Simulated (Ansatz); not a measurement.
# SmO5: the cost of one run

Program: Ansatz 0.2.0. Level of theory: DFT PBE, scalar-relativistic, plane waves, PAW; 4f electrons in the core of a trivalent norm-conserving potential. These are calculated values, not measurements.

## 1. The system as given

It takes space group P6/mmm (No. 191, hexagonal). The conventional cell has a = 4.733 Å, b = 4.733 Å, c = 3.951 Å, α = 90.00°, β = 90.00°, γ = 120.00°. Around Sm (site symmetry 6/mmm) lie 18 O at 2.73 to 3.08 Å. O (site symmetry -6m2) is surrounded by 9 O at 2.40 to 2.73 Å and 3 Sm at 2.73 Å. O (site symmetry mmm) has 8 O at 2.37 to 2.40 Å and 4 Sm at 3.08 Å in its first shell of neighbours.

Coordinates:

```xyz
6
Lattice="4.7332 0.0000 0.0000 -2.3666 4.0991 0.0000 0.0000 0.0000 3.9511" Properties=species:S:1:pos:R:3 pbc="T T T"
Sm    0.0000    0.0000    0.0000
O     0.0000    2.7327    0.0000
O     2.3666    1.3664    0.0000
O     2.3666    0.0000    1.9756
O     1.1833    2.0495    1.9756
O    -1.1833    2.0495    1.9756
```

A structure generator made this guess: species swapped into a database cell of DyRh5 (P6/mmm, No. 191), with Sm on the Dy sites and O on the Rh sites. The dimensions are guesses.

## 2. A first look at the guess

input.yaml

```yaml
crystal:
  lattice:
    - [4.73322924, 0.0, 0.0]
    - [-2.36661462, 4.09909676, 0.0]
    - [0.0, 0.0, 3.95110562]
  atoms:
    - { symbol: Sm, position: [0.0, 0.0, 0.0] }
    - { symbol: O, position: [0.33333333, 0.66666667, 0.0] }
    - { symbol: O, position: [0.66666667, 0.33333333, 0.0] }
    - { symbol: O, position: [0.5, 0.0, 0.5] }
    - { symbol: O, position: [0.5, 0.5, 0.5] }
    - { symbol: O, position: [0.0, 0.5, 0.5] }
basis:
  ecutwfc: 690
kpoints:
  mp_grid: { grid: [6, 6, 4] }
hamiltonian:
  xc: pbe
  pseudopotentials:
    kind: paw
    azcp: { Sm: "pseudopotentials/pbe/nc/lanthanide_3plus/Sm.nc.azcp" }
scf:
  occupations: { method: gaussian, width: 0.1 }
  lower_state_search: "off"
output:
  forces: true
  stress: true
  eigenvalues: true
```

Run with:

```console
> ansatz run input.yaml --threads 1 --pin off --max-ram 2560MiB --backend cpu --events-out ev --progress --plain --runs-dir out
```

Q: Estimate wall time and peak memory on 1 thread of Arm Neoverse V1, shared host.

About 6.4 s, with a peak of 0.36 GiB.
